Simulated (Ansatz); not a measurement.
# AlBr+ (sextet): wave-function methods side by side, cc-pVTZ

The task here is to estimate one member of a computed series from the others.

Program: Ansatz 0.2.0, Gaussian basis. Level of theory: cc-pVTZ, core rule «outside noble gas», up to 19 orbitals frozen. These are calculated values, not measurements.

To be run: UHF; CCSD(T) on ROHF; CCSD(T) on UHF; BCCD(T) on ROHF; CISD; CCSDT(Q) on ROHF; CCSDT(Q) on UHF.

24 further runs of the same task are left out: 8 for a known fault of the program, 8 that didn't finish, 8 set aside as unsound or not needed.

### What is computed

The geometry is a PBE0/def2-TZVP stationary point (not a proven minimum) of the parent state, kept for this charge and spin. No spin-orbit coupling is included. The filled d shell of Br may be among the frozen orbitals whatever the setting's name suggests; the logs give the count.

2 atoms, charge 1, spin multiplicity 6.

Atoms are counted from 1 here; the program's logs count them from 0.

Bond lengths: Al1–Br2 2.527 Å.

Coordinates:

```xyz
2
charge 1, multiplicity 6
Al    0.00000    0.00000    0.00000
Br    0.00000    0.00000    2.52670
```

Set-up of the first run:

The input, in.yaml:

```yaml
crystal:
  periodic: [false, false, false]
  atoms:
    - {symbol: Al, position_ang: [0.000000, 0.000000, 0.000000]}
    - {symbol: Br, position_ang: [0.000000, 0.000000, 2.526700]}
basis:
  gaussian: {orbitals: cc-pVTZ}
total_charge: 1
magnetization: {spin_polarized: true, initial_magnetization: 5}
hamiltonian: {xc: hf}
output: {orbitals: {seedname: orbitals}}
```

On the command line:

```
$ ansatz run in.yaml --threads 1 --pin off --events-out ev --progress --plain --max-ram 2393MiB
```

Among the steps run: UHF; CCSD(T) on ROHF; CCSD(T) on UHF; BCCD(T) on ROHF; CISD; CCSDT(Q) on ROHF; CCSDT(Q) on UHF.

One table of the session follows, with a row left open; its other results are not shown here.

It belongs to the step «Misses and costs». 

```
   method  from UCCSDT(Q) (kJ/mol)
     ROHF                   +422.8
      UHF                   +407.5
     RMP2                    +80.2
     UMP2                    +82.4
     CISD                    +30.5
    RCCSD                    +16.8
    UCCSD                    +15.3
 RCCSD(T)                     +4.3
 UCCSD(T)                        ?
  BCCD(T)                     +4.3
   RCCSDT                     +1.7
   UCCSDT                     +0.4
RCCSDT(Q)                     +1.2
UCCSDT(Q)                        0
```

**Question.** Estimate the row for UCCSD(T).

The run gave: from UCCSDT(Q) (kJ/mol): +3.1. In the column «from UCCSDT(Q) (kJ/mol)» it lies between RCCSDT (+1.7) and RCCSD(T) (+4.3).

To keep in mind: Restricted and unrestricted rows rest on different reference determinants; where their highest levels disagree by more than a few hundredths of an eV, they describe different states and don't form one ladder.
